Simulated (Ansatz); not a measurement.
# C2H7SeSi (charge -1): rigid torsion scan, by script

The task is a rigid torsion scan, for C2H7SeSi (charge -1).

Program: Ansatz 0.2.0, driven from Python. Level of theory: PBE0/def2-SVP. These are calculated values, not measurements.

## (1) The structure

Bond lengths: Si1–C2 1.878 Å, C2–C3 1.528 Å, C3–Se4 1.952 Å, Si1–H5 1.470 Å, Si1–H6 1.470 Å, Si1–H7 1.470 Å, C2–H8 1.110 Å, C2–H9 1.110 Å, C3–H10 1.111 Å, C3–H11 1.110 Å. Angles (14 of 18 angles, heavy atoms first): Si1–C2–C3 112.2°, C2–C3–Se4 111.6°, Si1–C2–H8 109.4°, Si1–C2–H9 107.7°, C3–C2–H8 110.1°, C3–C2–H9 109.0°, C2–Si1–H5 109.3°, C2–Si1–H6 109.5°, C2–Si1–H7 109.9°, C2–C3–H10 110.7°, C2–C3–H11 109.0°, Se4–C3–H10 109.6°, Se4–C3–H11 107.8°, H8–C2–H9 108.3°.

No structure file is read: the coordinates are typed or built in the script.

## (2) Script

c2h7sesi_torsion.py

```python
# -*- coding: utf-8 -*-
from dataclasses import dataclass

import ansatz
from ase import Atoms


@dataclass(frozen=True)
class Options:
    basis: str = "def2-SVP"
    xc: str = "pbe0"
    net_charge: int = -1
    force_tol: float = 0.02


cfg = Options()

atoms = Atoms(["Si", "C", "C", "Se", "H", "H", "H", "H", "H", "H", "H"], positions=[
    (-1.472, 0.011, 0.1024),
    (0.2282, -0.4794, -0.5257),
    (1.3512, 0.1408, 0.3052),
    (1.5279, 2.0534, -0.0417),
    (-2.5004, -0.6619, -0.7046),
    (-1.6109, -0.3953, 1.5087),
    (-1.645, 1.4669, -0.008),
    (0.3293, -0.1783, -1.5897),
    (0.3038, -1.5857, -0.4682),
    (1.1757, -0.0275, 1.3892),
    (2.3122, -0.3439, 0.0325),
])

first = ansatz.Crystal.molecule_from_ase(atoms).calculation()
first = first.basis(gaussian=cfg.basis).functional(cfg.xc)
first = first.charge(cfg.net_charge)
first = first.relax(force_tolerance=cfg.force_tol, max_steps=80)
atoms.positions = first.run().report["positions_ang"]

start = atoms.get_dihedral(0, 1, 2, 3)
energies = {}
for turn in range(0, 360, 40):
    turned = atoms.copy()
    turned.set_dihedral(0, 1, 2, 3, start + turn, indices=[2, 3, 9, 10])
    base = (
        ansatz.Crystal.molecule_from_ase(turned).calculation()
        .basis(gaussian=cfg.basis)
        .functional(cfg.xc)
        .charge(cfg.net_charge)
    )
    energies[round((start + turn) % 360)] = base.run().report["free_energy_ev"]
floor = min(energies.values())
print("dihedral Si0-C1-C2-Se3 (deg)   E - E(min) (kJ/mol)")
for angle, e in sorted(energies.items()):
    print(f"{angle:8d} {96.485332 * (e - floor):14.3f}  " + "#" * int(30 * (e - floor) / max(max(energies.values()) - floor, 1e-9)))
```

## (3) What the engine is handed

The engine receives this input (first run):

```yaml
crystal:
  periodic: [false, false, false]
  atoms:
    - { symbol: Si, position_ang: [-1.472, 0.011, 0.1024] }
    - { symbol: C, position_ang: [0.2282, -0.4794, -0.5257] }
    - { symbol: C, position_ang: [1.3512, 0.1408, 0.3052] }
    - { symbol: Se, position_ang: [1.5279, 2.0534, -0.0417] }
    - { symbol: H, position_ang: [-2.5004, -0.6619, -0.7046] }
    - { symbol: H, position_ang: [-1.6109, -0.3953, 1.5087] }
    - { symbol: H, position_ang: [-1.645, 1.4669, -0.008] }
    - { symbol: H, position_ang: [0.3293, -0.1783, -1.5897] }
    - { symbol: H, position_ang: [0.3038, -1.5857, -0.4682] }
    - { symbol: H, position_ang: [1.1757, -0.0275, 1.3892] }
    - { symbol: H, position_ang: [2.3122, -0.3439, 0.0325] }
basis:
  gaussian:
    orbitals: def2-SVP
hamiltonian:
  xc: pbe0
total_charge: -1.0
relax:
  f_tol: 0.02
  max_steps: 80
```

## (4) Running it

On the command line:

```
python c2h7sesi_torsion.py
```

Q: Predict the main results. Wanted: range of energy; lowest point, turn.

**Answer**, as computed:

```
              quantity     value
         runs compared         9
       range of energy  0.841 eV
lowest point, turn (°)         0
```

In words: The lowest point lies at a turn of 0°, the highest 0.841 eV (81.1 kJ/mol) above it at 80°. The grid can miss the true lowest and highest points, and the rest of the molecule is held rigid. Run 0: The relaxation took 8 moves; the largest shift is 0.718 Å, of atom 4 (Se). The scan is rigid and the energies are electronic, in a modest basis. With rigid groups the curve can differ much from the relaxed path, the start wasn't checked as a minimum of this torsion, and equivalent turns needn't return to the same energy. Anions want diffuse functions, which this basis lacks.
